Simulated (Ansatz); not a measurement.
This script drives the Ansatz DFT code, driven from Python.

Script `opt_c2h4alcl.py`:
```python
"""Minimum-energy structure of C2H4AlCl."""

import argparse
import itertools

import ansatz as az
from ase.data import atomic_numbers, covalent_radii
import numpy as np

parser = argparse.ArgumentParser(description="Minimum-energy structure of C2H4AlCl.")
parser.add_argument("--basis", required=True, help="basis")
parser.add_argument("--functional", default="hf", help="exchange-correlation functional")
args = parser.parse_args()

system = (
    az.Crystal.molecule()
    .atom("C", [-1.2485, 0.5631, -0.0583])
    .atom("C", [-0.2561, -0.0601, -0.5669])
    .atom("Al", [1.2796, -0.4827, 0.5455])
    .atom("Cl", [-0.1742, -0.5604, -2.2488])
    .atom("H", [-2.1493, 0.8296, -0.7166])
    .atom("H", [-1.3121, 0.9471, 0.9649])
    .atom("H", [1.3667, -0.029, 2.0943])
    .atom("H", [2.5861, -1.2648, -0.07])
)

model = (
    system.calculation()
    .basis(gaussian=args.basis)
    .functional(args.functional)
)
symbols = [site.symbol for site in system.cartesian_sites]
start = np.array([site.position_ang for site in system.cartesian_sites], dtype=float)
summary = model.relax(force_tolerance=0.005).run(threads=1, backend="cpu").report
end = np.array(summary["positions_ang"])

for key in ("converged", "free_energy_ev", "reference_energy_ev", "n_frozen", "n_occupied", "n_virtual"):
    print(f"{key:22s} {summary[key]}")

# pairs closer than 1.2 times the sum of covalent radii, before or after
radius = [covalent_radii[atomic_numbers[s]] for s in symbols]
span = lambda where, i, j: np.linalg.norm(where[i] - where[j])
bonded = [(i, j) for i, j in itertools.combinations(range(len(symbols)), 2) if min(span(start, i, j), span(end, i, j)) < 1.2 * (radius[i] + radius[j])]
print("pair        before    after (A)")
for i, j in bonded:
    print(f"{symbols[i]}{i}-{symbols[j]}{j}".ljust(10), f"{span(start, i, j):8.4f} {span(end, i, j):8.4f}")

charges = summary["charge_distribution"]
print("dipole moment", round(4.803205 * float(np.linalg.norm(charges["dipole_moment_e_ang"])), 3), "D")
print("Mulliken:", [(s, round(q, 3)) for s, q in zip(symbols, charges["mulliken_charges_e"])])
with open("c2h4alcl_opt.xyz", "w") as handle:
    handle.write(f"{len(symbols)}\nrelaxed C2H4AlCl\n")
    handle.writelines(f"{s:2s} {x:11.6f} {y:11.6f} {z:11.6f}\n" for s, (x, y, z) in zip(symbols, end))
```

It is started by `python opt_c2h4alcl.py --basis cc-pVDZ`. Estimate its wall time and peak memory on 1 thread of Arm Neoverse V2, with other jobs on the host.

It took about 18 s, with a peak of 0.23 GiB, for 1 run of the engine.

Output of `python opt_c2h4alcl.py --basis cc-pVDZ`:
```text
converged              True
free_energy_ev         -21209.999364238807
reference_energy_ev    -21209.999364238807
n_frozen               0
n_occupied             [23, 23]
n_virtual              [61, 61]
pair        before    after (A)
C0-C1        1.2775   1.3281
C0-H4        1.1471   1.0841
C0-H5        1.0947   1.0841
C1-Al2       1.9428   1.9750
C1-Cl3       1.7566   1.7786
Al2-H6       1.6162   1.5840
Al2-H7       1.6424   1.5778
dipole moment 1.954 D
Mulliken: [('C', 0.095), ('C', -0.412), ('Al', 0.646), ('Cl', -0.131), ('H', 0.064), ('H', 0.065), ('H', -0.173), ('H', -0.156)]
```

It writes `c2h4alcl_opt.xyz`:
```text
8
relaxed C2H4AlCl
C    -1.282044    0.595941   -0.085722
C    -0.216930   -0.054106   -0.540373
Al    1.363611   -0.494420    0.559029
Cl   -0.220930   -0.556828   -2.246471
H    -2.143652    0.831215   -0.700107
H    -1.309114    0.915435    0.949916
H     1.313816   -0.021664    2.070010
H     2.587443   -1.272771   -0.062181
```

Total energies depend on the basis set; only differences at equal settings carry meaning. The end point is the stationary point reached from this start; no frequency run checks that it is a minimum, and the basis set is modest.

(A comment or docstring line of the script was reworded after the run, the code is as it ran; lines on the test bed's own set-up are left out of the output.)
